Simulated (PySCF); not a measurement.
# CsK+: bond curves at several levels of theory

The task here is to estimate one member of a computed series from the others.

Computed with PySCF 2.14.0. Level: Cs def2-SVP with ECP46, K def2-SVP, scalar-relativistic core potentials.

The first run:

Settings of the job:

```
atoms                         : Cs, K
charge                        : 1
basis                         : Cs def2-SVP with ECP46, K def2-SVP
Hamiltonian                   : scalar-relativistic core potentials
basis functions               : 48
electrons treated             : 27
masses in u                   : 132.9054, 38.9637
levels                        : PBE0, PBE, r²SCAN, MN15, B2PLYP, LDA, ωB97X, HF, MP2, SCS-MP2, CCSD, CCSD(T)
grid                          : 80 radial by 434 angular points
occupations                   : held fixed by the projection of orbital angular momentum
dissociation limit            : Cs+ + K, each in its ground configuration
starting distance in angstrom : 4.250
values of 2S to try           : 1, 3
```

On the command line:

```sh
OMP_NUM_THREADS=1 python dia.py task.json out
```

Steps of the session up to this table: The job; The PBE0 curve of the state that the search chose; PBE; r²SCAN (meta-GGA); MN15 (hybrid meta-GGA); B2PLYP (double hybrid); LDA (local density); ωB97X (range-separated hybrid); UHF (mean field); MP2 and coupled cluster.

One table of the session follows, with a row left open; its other results are not shown here.

It belongs to the step «The curves together». Energy (eV) from each level's lowest point:

| R (Å) | UHF | UHF-MP2 | UHF-SCS-MP2 | UHF-CCSD | UHF-CCSD(T) |
| --- | --- | --- | --- | --- | --- |
| 4.327 | 0.171 | 0.105 | 0.114 | n/a | n/a |
| 4.529 | 0.098 | 0.052 | 0.058 | 0.049 | 0.047 |
| 4.730 | 0.049 | 0.019 | 0.023 | 0.017 | 0.017 |
| 4.881 | 0.025 | 0.006 | 0.008 | 0.005 | 0.005 |
| 5.032 | 0.009 | 0.000 | 0.001 | 0.000 | 0.000 |
| 5.183 | ? | ? | ? | ? | ? |
| 5.384 | 0.000 | 0.009 | 0.007 | 0.010 | 0.011 |
| 5.636 | 0.010 | 0.028 | 0.025 | 0.031 | 0.032 |
| 5.938 | 0.034 | 0.062 | 0.057 | 0.066 | 0.067 |
| 6.340 | 0.080 | 0.119 | 0.112 | n/a | n/a |

Q: Estimate the row for R (Å) = 5.183 from the others.

Worked estimate for «UHF». A straight line through the neighbours (5.032, 0.009) and (5.384, 0.000) gives 0.009 + (0.000 − 0.009) × (5.183 − 5.032) / (5.384 − 5.032) = 0.005; a parabola fitted to 4 rows on both sides gives 0.002.

The run gave: UHF: 0.001; UHF-MP2: 0.000; UHF-SCS-MP2: 0.000; UHF-CCSD: 0.001; UHF-CCSD(T): 0.001. In «UHF» the line misses by +0.004 and the parabola by +0.001.
